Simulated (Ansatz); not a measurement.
# C₂H₈BFSi: up Jacob's ladder to CCSD(T)

How much do the methods differ for C₂H₈BFSi? The plan is to run it at one geometry with functionals of several rungs and with coupled cluster, and see how far each lands from CCSD(T) at the basis-set limit for the atomisation energy.

Program: Ansatz 0.2.0, Gaussian basis. Level of theory: functionals in def2-TZVPP, the program's frozen cores in correlated methods. These are calculated values, not measurements.

Plan: PBE-D4, r2SCAN-D4, PBE0-D4, B3LYP-D4, ωB97X-V, ωB97M-V, B2PLYP; CCSD(T)/def2-TZVPP; MP2/def2-QZVPP; extrapolation to the limit.

## (1) Structure used throughout

The geometry comes from an earlier relaxation with PBE0-D4 in a triple-zeta def2 set; it is a stationary point, not always the lowest conformer.

SMILES `CB([SiH3])CF`, 13 atoms, charge 0, spin multiplicity 1.

Atoms are counted from 1 here; the program's logs count them from 0.

Bond lengths: C1–B2 1.560 Å, C1–H6 1.097 Å, C1–H7 1.097 Å, C1–H8 1.093 Å, B2–Si3 2.026 Å, B2–C4 1.558 Å, Si3–H9 1.490 Å, Si3–H10 1.490 Å, Si3–H11 1.491 Å, C4–F5 1.390 Å, C4–H12 1.101 Å, C4–H13 1.101 Å. Angles: B2–C1–H6 109.6°, B2–C1–H7 109.8°, B2–C1–H8 115.5°, H6–C1–H7 104.3°, H6–C1–H8 108.5°, H7–C1–H8 108.6°, C1–B2–Si3 122.6°, C1–B2–C4 118.2°, Si3–B2–C4 119.2°, B2–Si3–H9 110.4°, B2–Si3–H10 110.2°, B2–Si3–H11 112.3°, H9–Si3–H10 108.0°, H9–Si3–H11 108.0°, H10–Si3–H11 107.9°, B2–C4–F5 115.7°, B2–C4–H12 109.6°, B2–C4–H13 109.6° and more.

## (2) PBE-D4 (GGA)

Contents of in.yaml:

```yaml
crystal:
  periodic: [false, false, false]
  atoms:
    - {symbol: C, position_ang: [-1.566376, -0.419754, -0.439599]}
    - {symbol: B, position_ang: [-0.136784, 0.080018, -0.065419]}
    - {symbol: Si, position_ang: [1.280484, -1.144545, 0.707034]}
    - {symbol: C, position_ang: [0.202894, 1.581951, -0.300180]}
    - {symbol: F, position_ang: [1.489247, 1.970853, 0.053256]}
    - {symbol: H, position_ang: [-2.044971, -0.859161, 0.444526]}
    - {symbol: H, position_ang: [-1.495527, -1.252253, -1.150302]}
    - {symbol: H, position_ang: [-2.236468, 0.337228, -0.856106]}
    - {symbol: H, position_ang: [1.726216, -0.647666, 2.038997]}
    - {symbol: H, position_ang: [2.468813, -1.185435, -0.191157]}
    - {symbol: H, position_ang: [0.787359, -2.540845, 0.878838]}
    - {symbol: H, position_ang: [-0.507158, 2.212783, 0.256561]}
    - {symbol: H, position_ang: [0.052673, 1.832229, -1.361749]}
basis:
  gaussian: {orbitals: def2-TZVPP}
hamiltonian: {xc: pbe, dispersion: d4}
output: {forces: true, orbitals: {seedname: orbitals}}
```

Command:

```sh
$ ansatz run in.yaml --threads 4 --pin off --events-out ev --progress --plain --max-ram 10444MiB
```

After this run come: r2SCAN-D4 (meta-GGA); PBE0-D4 (hybrid); B3LYP-D4 (hybrid); ωB97X-V (range-separated); ωB97M-V (range-separated); B2PLYP (double hybrid); CCSD(T) in def2-TZVPP; MP2 in def2-QZVPP.

Q: Predict the results of all the runs planned. Wanted: atomisation energy, CCSD(T)/CBS; farthest; mean size of error, hybrid; mean size of error, range-separated; gap, smallest and largest; T1 diagnostic; triples share of the correlation energy.

The runs gave:

```
                               quantity                                 value
        atomisation energy, CCSD(T)/CBS                       1104.4 kcal/mol
functionals within 5.5 kcal/mol (0.5 %)                     PBE0-D4, B3LYP-D4
                               farthest               PBE-D4 (+17.8 kcal/mol)
             mean size of error, hybrid                          5.2 kcal/mol
    mean size of error, range-separated                          6.8 kcal/mol
              gap, smallest and largest  4.06 eV (PBE-D4), 10.84 eV (ωB97X-V)
                          T1 diagnostic                                0.0119
triples share of the correlation energy                                 3.3 %
```

What this shows: PBE-D4 is off by +17.8 kcal/mol. Double hybrids carry the basis error of their MP2 part in triple zeta, and no dispersion term here, so their miss is partly the set-up's. The reference freezes the cores and leaves out relativity and excitations past (T), so misses under about 5.5 kcal/mol can't be ranked. Hartree-Fock recovers 76 % of the binding; the rest is correlation. The gap grows from 4.1 to 10.8 eV across the functionals, mostly with the share of exact exchange.
